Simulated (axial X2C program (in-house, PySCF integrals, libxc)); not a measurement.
# GaCl: from the state search to constants

What are the state, bond length, wavenumber and bond energy of GaCl, and what does spin–orbit coupling change?

Program: an in-house X2C program for linear molecules on PySCF integrals. Level of theory: all-electron X2C, Ga dyall-cv3z, Cl dyall-av3z. These are calculated values, not measurements.

## Step 1: The job

task.json reads:

```json
{"zs": [31, 17], "q": 0, "bas": ["dyall-cv3z", "dyall-av3z"], "levels": ["PBE0", "HF", "PBE"], "cc": true, "r0": 2.23, "thr": -1.0, "nmax": 90, "npts": 10, "nst": 2, "ntry": 6}
```

Keys: zs atomic numbers; q charge; bas basis sets; levels methods (HF also brings MP2); cc coupled cluster on or off; r0 starting distance in Å; thr threshold in hartree for freezing inner shells (an s shell follows its p shell); nmax most natural virtual spinors; npts points asked for on the curve; nst determinants followed; ntry starts of the search.

Run with:

```console
$ python so2c.py task.json out
```

Spin-free means the one-electron spin-free X2C Hamiltonian; two-component (2c) means X2C with spin–orbit coupling and atomic mean-field two-electron Coulomb and Gaunt terms. Basis: Ga dyall-cv3z contracted to [9s9p7d4f1g], Cl dyall-av3z contracted to [9s8p3d2f]; Gaussian nuclei, density fitting. Masses: Ga 68.926 u, Cl 34.969 u.

Notation: σ, π±, δ± give the projection m of an orbital's angular momentum (0, ±1, ±2), α and β its spin, Λ and M_S the sums; ω is the projection of a spinor's total angular momentum and Ω the sum. Logs are in hartree.

After this run come: PBE0, spin-free; HF, spin-free; PBE, spin-free; MP2 and beyond, spin-free; PBE0, 2c; HF, 2c; PBE, 2c; MP2 and beyond, 2c.

Before running it: what results should come out? Wanted: for each run, Hamiltonian; Re; ωe; De; μ.

As calculated:

Lowest determinant that the search found at its distance, spin-free: M_S = 0, Λ = 0 (closed shell).

Lowest determinant that the search found at its distance, 2c: Ω = 0 (closed shell).

| Hamiltonian | level | Re (Å) | ωe (cm⁻¹) | De (eV) | μ (D) |
| --- | --- | --- | --- | --- | --- |
| spin-free | PBE0 | 2.217 | 358 | 4.80 | -2.57 |
| spin-free | HF | 2.231 | 354 | 3.58 | -2.71 |
| spin-free | MP2 | 2.230 | 359 | 4.93 | n/a |
| spin-free | CCSD | 2.232 | 357 | 4.63 | n/a |
| spin-free | CCSD(T) | 2.235 | 356 | 4.74 | n/a |
| spin-free | PBE | 2.238 | 345 | 4.92 | -2.60 |
| 2c | PBE0 | 2.218 | 357 | 4.79 | -2.57 |
| 2c | HF | 2.232 | 354 | 3.54 | -2.72 |
| 2c | MP2 | 2.231 | 359 | 4.91 | n/a |
| 2c | CCSD | 2.232 | 357 | 4.61 | n/a |
| 2c | CCSD(T) | 2.235 | 356 | 4.73 | n/a |
| 2c | PBE | 2.239 | 344 | 4.91 | -2.60 |

Dipoles are positive if Cl is the positive end.

**Reading.** At CCSD(T), going from spin-free to two-component changes Re by 0 mÅ, ωe by -0.1 %, which is small (part of it comes from the scalar share of the two-electron terms). De moves by -0.02 eV; both De rest on single-determinant atoms, which can miss part of an open shell's spin–orbit lowering.

De refers to Ga + Cl, each in the lowest determinant found, which need not be this curve's own limit. The state is a single determinant with fixed occupations, the lowest that a limited PBE0 search found. The closed shell is kept restricted; where the fragments are open shells, the energy then runs too high at long range. De is counted from the lowest determinant-based energies of the atoms at the same level, without counterpoise correction. Coupled cluster ran in a truncated set of natural virtual spinors; the MP2 energy of the rest was added. With the outer-core shells frozen, correlated bond lengths of heavy atoms tend to come out a few hundredths of an ångström too long.
